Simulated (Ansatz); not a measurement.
# Cd: the cost of one run

Program: Ansatz 0.2.0. Level of theory: DFT PBE, scalar-relativistic, plane waves, PAW. These are calculated values, not measurements.

2 further runs of the same task are left out: 1 that didn't finish, 1 set aside as unsound or not needed.

## 1. The structure to begin with

Symmetry: P4/mmm, No. 123, tetragonal system. The conventional cell has a = 3.385 Å, b = 3.385 Å, c = 14.000 Å, α = 90.00°, β = 90.00°, γ = 90.00°. Cd (site symmetry 4/mmm) has 4 Cd at 3.38 Å as nearest neighbours.

Structure file:

```cif
data_structure
_symmetry_space_group_name_H-M 'P4/mmm'
_symmetry_Int_Tables_number 123
_cell_length_a 3.3847
_cell_length_b 3.3847
_cell_length_c 14.0000
_cell_angle_alpha 90.000
_cell_angle_beta 90.000
_cell_angle_gamma 90.000
_cell_volume 160.38
loop_
_atom_site_label
_atom_site_type_symbol
_atom_site_symmetry_multiplicity
_atom_site_Wyckoff_symbol
_atom_site_fract_x
_atom_site_fract_y
_atom_site_fract_z
_atom_site_occupancy
Cd1 Cd 1 b 0.00000 0.00000 0.50000 1
```

Recipe of the guess: random sheet by layer group and Wyckoff sites. The dimensions are guesses.

It is a sheet, periodic along a and b, with vacuum along c; volumes and pressures of the box carry no meaning, and space groups named for it are those of the box.

## 2. The guess as it stands, on a coarse mesh

input.yaml reads:

```yaml
crystal:
  lattice:
    - [3.384654, 0.0, 0.0]
    - [0.0, 3.384654, 0.0]
    - [0.0, 0.0, 14.0]
  atoms:
    - { symbol: Cd, position: [0.0, 0.0, 0.5] }
  periodic: [true, true, false]
basis:
  ecutwfc: 420
kpoints:
  mp_grid: { grid: [6, 6, 1] }
hamiltonian:
  xc: pbe
scf:
  occupations: { method: gaussian, width: 0.1 }
  lower_state_search: "off"
output:
  forces: true
  stress: true
  eigenvalues: true
```

The run is started by

```console
ansatz run input.yaml --threads 1 --pin off --max-ram 2048MiB --backend cpu --events-out ev --progress --plain --runs-dir out
```

What time and memory should one allow on 1 thread of Arm Neoverse V2, shared host?

About 1.8 s, with a peak of 0.37 GiB.
